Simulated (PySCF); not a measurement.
# H10NdO5 (Nd(H2O)53+): the cost of one run

Computed with PySCF 2.14.0. Level: several levels, as the steps say, no spin–orbit coupling.

2 further runs of the same task are left out: 1 for a known fault of the program, 1 that didn't finish.

### 1 The starting structure

16 atoms, charge 3, spin multiplicity 1.

Bond lengths: Nd1–O2 2.416 Å, Nd1–O5 2.416 Å, Nd1–O8 2.376 Å, Nd1–O11 2.403 Å, Nd1–O14 2.403 Å, O2–H3 0.990 Å, O2–H4 0.990 Å, O5–H6 0.990 Å, O5–H7 0.990 Å, O8–H9 0.992 Å, O8–H10 0.992 Å, O11–H12 0.991 Å, O11–H13 0.992 Å, O14–H15 0.992 Å, O14–H16 0.991 Å. Angles: O2–Nd1–O5 162.1°, O2–Nd1–O8 98.9°, O2–Nd1–O11 86.7°, O2–Nd1–O14 86.7°, O5–Nd1–O8 98.9°, O5–Nd1–O11 86.7°, O5–Nd1–O14 86.7°, O8–Nd1–O11 111.6°, O8–Nd1–O14 111.6°, O11–Nd1–O14 136.7°, Nd1–O2–H3 128.2°, Nd1–O2–H4 128.5°, H3–O2–H4 103.3°, Nd1–O5–H6 128.2°, Nd1–O5–H7 128.5°, H6–O5–H7 103.3°, Nd1–O8–H9 128.2°, Nd1–O8–H10 128.2° and more.

Geometry (Å):

```xyz
16

Nd   -0.02187    0.00000    0.00000
O    -0.39704    0.04338    2.38628
H    -0.50494    0.83167    2.97544
H    -0.50561   -0.72086    3.00683
O    -0.39704   -0.04335   -2.38628
H    -0.50501   -0.83163   -2.97544
H    -0.50555    0.72090   -3.00683
O     2.35438   -0.00009    0.00000
H     2.96815    0.00909   -0.77904
H     2.96815   -0.00932    0.77904
O    -0.90811    2.23321   -0.04167
H    -0.41111    3.09101   -0.05638
H    -1.85816    2.51742   -0.05159
O    -0.90829   -2.23314    0.04167
H    -1.85836   -2.51728    0.05159
H    -0.41135   -3.09098    0.05638
```

Formal oxidation states: Nd +3. Each metal's 3 4f electrons lie in its core potential, so multiplicities, spins and levels count the valence alone. An earlier session relaxed this geometry at BP86, Nd lcecp-1-SVP with ECP49, O def2-SVP, H def2-SVP (singlet, point group C2).

At BP86 on the finer grid: E = -414.961284 Eh, HOMO -21.15 eV, LUMO -15.08 eV, Mulliken charge on Nd1 +1.42 e, largest force component 0.018 eV/Å. 

Levels to run: r2SCAN; PBE; revPBE; M06-L; BP86, TZVP. Hardware: 4 threads of Arm Neoverse V1, shared host.

### 2 r2SCAN

Contents of run.py (the lines that set the calculation):

```python
mol = gto.M(atom='''
Nd    -0.02187     0.00000     0.00000
O     -0.39704     0.04338     2.38628
H     -0.50494     0.83167     2.97544
H     -0.50561    -0.72086     3.00683
O     -0.39704    -0.04335    -2.38628
H     -0.50501    -0.83163    -2.97544
H     -0.50555     0.72090    -3.00683
O      2.35438    -0.00009     0.00000
H      2.96815     0.00909    -0.77904
H      2.96815    -0.00932     0.77904
O     -0.90811     2.23321    -0.04167
H     -0.41111     3.09101    -0.05638
H     -1.85816     2.51742    -0.05159
O     -0.90829    -2.23314     0.04167
H     -1.85836    -2.51728     0.05159
H     -0.41135    -3.09098     0.05638''',
    basis={'Nd': 'lcecp-1-SVP', 'O': 'def2-SVP', 'H': 'def2-SVP'},
    ecp={'Nd': 'lcecp-1-SVP'},
    charge=3, spin=0)
mf = dft.RKS(mol, xc='R2SCAN')
mf.grids.atom_grid = (75, 302)  # f atoms: unpruned, at least (60, 302)
mf = mf.density_fit()  # fitting sets: Nd AutoAux, O def2-universal-JKFIT, H def2-universal-JKFIT
mf.conv_tol = 1e-08; mf.max_cycle = 55
mf.kernel(dm0)  # dm0: the density of the relaxed state
```

Started as:

```console
$ OMP_NUM_THREADS=4 python run.py
```

**Question.** How long does this run take on 4 threads of Arm Neoverse V1, shared host?

About 29 s.
